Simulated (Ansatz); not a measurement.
## SbPt, space group P6_3/mmc: a convergence test of the plane-wave cutoff

Run with Ansatz 0.2.0, Python API.

`sbpt.cif`
```cif
data_SbPt
_cell_length_a 4.120000
_cell_length_b 4.120000
_cell_length_c 5.470000
_cell_angle_alpha 90.00000
_cell_angle_beta 90.00000
_cell_angle_gamma 120.00000
_symmetry_space_group_name_H-M 'P 1'
_symmetry_Int_Tables_number 1
loop_
_symmetry_equiv_pos_as_xyz
'x, y, z'
loop_
_atom_site_label
_atom_site_type_symbol
_atom_site_fract_x
_atom_site_fract_y
_atom_site_fract_z
Sb1 Sb    0.333333    0.666667    0.250000
Sb2 Sb    0.666667    0.333333    0.750000
Pt3 Pt    0.000000    0.000000    0.000000
Pt4 Pt    0.000000    0.000000    0.500000
```

`sbpt.py`
```python
"""Cutoff test for SbPt."""

import warnings

import ansatz as az
from ase.io import read

warnings.simplefilter("ignore", az.DeckWarning)

atoms = read("sbpt.cif")
system = az.Crystal.from_ase(atoms)

calculation = (
    system.calculation()
    .functional("LDA")
    .kpoints(7, 7, 4, center="gamma")
    .occupations("fermi_dirac", width=0.02)
)

rows = []
for value in [250, 325, 400, 475, 550]:
    report = calculation.basis(value).run(threads=1, pin="off").report
    rows.append((value, report["free_energy_ev"] / len(report["lattice"]["sites"]), report["n_iterations"], report["n_pw"]))

print(" cutoff (eV)   F/atom (eV)    iterations   plane waves")
for row in rows:
    print(f"{str(row[0]):>12s}  {row[1]:12.5f}  {row[2]:12d}  {row[3]:12d}")

# differences from the last row
for row in rows[:-1]:
    shift = 1000 * (row[1] - rows[-1][1])
    print(f"{row[0]}: {shift:+.2f} meV/atom" + ("  (within 2 meV)" if abs(shift) < 2 else ""))
```

Running `python sbpt.py` prints:
```text
 cutoff (eV)   F/atom (eV)    iterations   plane waves
         250   -9289.48048             6           723
         325   -9290.80053             6          1037
         400   -9290.82829             6          1457
         475   -9290.83002             6          1885
         550   -9290.83039             6          2355
250: +1349.91 meV/atom
325: +29.86 meV/atom
400: +2.10 meV/atom
475: +0.37 meV/atom  (within 2 meV)
```

From 475 eV on it stays within 2 meV an atom of the value at 550 eV; the first row (250 eV) is off by 1349.9 meV and the last but one by 0.37 meV. The energy falls steadily, as expected when plane waves are added.

What to keep in mind:
- The mesh is modest for a metal, so energies can be off by several to tens of meV an atom and pressures by half a GPa or more; differences at equal mesh fare better.
- Spin-orbit coupling, which matters for elements this heavy, is left out.
- The structure is a deposited one; some such entries were measured under pressure or heat, so a shift against it needn't be the functional's error alone.
- Shifts are counted from the last row, which is itself no proven limit.
- The script silences the warnings on its input, which a real study should read.
- Wall time of the script: 18 s on 1 thread of Arm Neoverse V1 (shared host), peak memory 0.51 GiB.
